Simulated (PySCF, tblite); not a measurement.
# C6H11OP: geometry, infrared bands and NMR shifts

What infrared bands and NMR shifts should C6H11OP (`C#C[P@@H](=O)[C@@H](C)CC`) show?

Programs: tblite 0.8.0 and PySCF 2.14.0, with density-fitted response routines of our own. Each step states its level of theory. These are calculated values for one molecule in the gas phase, unless marked as measured. Atoms are numbered from 0 throughout.

### Step 1. The starting structure

19 atoms, charge 0, multiplicity 1; geometry from: force field or distance geometry start.

Bonds of the start (Å): C0–C1 1.21, C1–P2 1.82, P2–O3 1.49, P2–C4 1.84, C4–C5 1.54, C4–C6 1.53, C6–C7 1.51, C0–H8 1.06, P2–H9 1.41, C4–H10 1.09, C5–H11 1.09, C5–H12 1.10, C5–H13 1.10, C6–H14 1.10, C6–H15 1.10, C7–H16 1.09, C7–H17 1.10, C7–H18 1.09.

### Step 2. Optimising the geometry with GFN2-xTB

What the job is given:

```
{"job": {"kind": "relax", "xc": "GFN2-xTB", "basis": "xTB"}, "charge": 0, "multiplicity": 1}
C      3.770200    -0.338800    -0.514800
C      2.619500    -0.657200    -0.314200
P      0.900300    -1.168100     0.022800
O      1.091600    -1.925400     1.293100
C      0.074700     0.432300     0.385500
C     -0.006600     1.313600    -0.869700
C     -1.301900     0.237500     1.024600
C     -2.309800    -0.471300     0.146800
H      4.779900    -0.058200    -0.684700
H      0.355700    -1.803100    -1.117300
H      0.705400     0.943600     1.113100
H     -0.501900     0.790000    -1.689700
H     -0.545000     2.246400    -0.652500
H      1.007000     1.575400    -1.216900
H     -1.180900    -0.342800     1.948700
H     -1.713300     1.208600     1.339300
H     -2.550900     0.115100    -0.745900
H     -3.251200    -0.634100     0.693400
H     -1.952400    -1.454300    -0.169000
```

Run with:

```bash
OMP_NUM_THREADS=1 python probes_run.py task.json out
```

This one command runs all jobs of the session in turn.

**Question.** This job is followed by: GFN2-xTB harmonic vibrations, gas phase; GIAO PBE0/pcSseg-1 NMR shielding, non-relativistic, gas phase. Predict these results of the whole session: strongest single infrared mode (GFN2-xTB); zero-point energy (GFN2-xTB); ¹³C shifts against TMS (PBE0/pcSseg-1); ¹H shifts against TMS (PBE0/pcSseg-1, means over atoms taken as alike); ³¹P shifts against H3PO4 (PBE0/pcSseg-1); ¹⁷O shifts against H2O (PBE0/pcSseg-1).

**Answer**, as computed:

```
                                                              quantity                                         value
                             strongest single infrared mode (GFN2-xTB)                         2284 cm⁻¹, 196 km/mol
                                          zero-point energy (GFN2-xTB)                                 96.2 kcal/mol
                                ¹³C shifts against TMS (PBE0/pcSseg-1)        97.8, 85.3, 40.7, 24.5, 10.9, 10.2 ppm
¹H shifts against TMS (PBE0/pcSseg-1, means over atoms taken as alike)  7.31, 2.49, 2.31, 2.21, 1.51, 1.12, 1.02 ppm
                              ³¹P shifts against H3PO4 (PBE0/pcSseg-1)                                     -24.9 ppm
                                ¹⁷O shifts against H2O (PBE0/pcSseg-1)                                      82.2 ppm
```

**Reading.** Relaxing lowered the energy by 0.428 eV in 76 steps; the close pair that moved most is C1–P2, from 1.825 to 1.773 Å. All 51 modes are real, so the xTB geometry is a minimum. The strongest single mode, at 2284 cm⁻¹, moves mainly H9. GFN2-xTB is a fitted tight-binding method: band positions and strengths are rough. Its intensities can rank the bands wrongly. At PBE0/pcSseg-1: Shielding is most anisotropic at P2 (span 322 ppm, paramagnetic term -619 ppm).
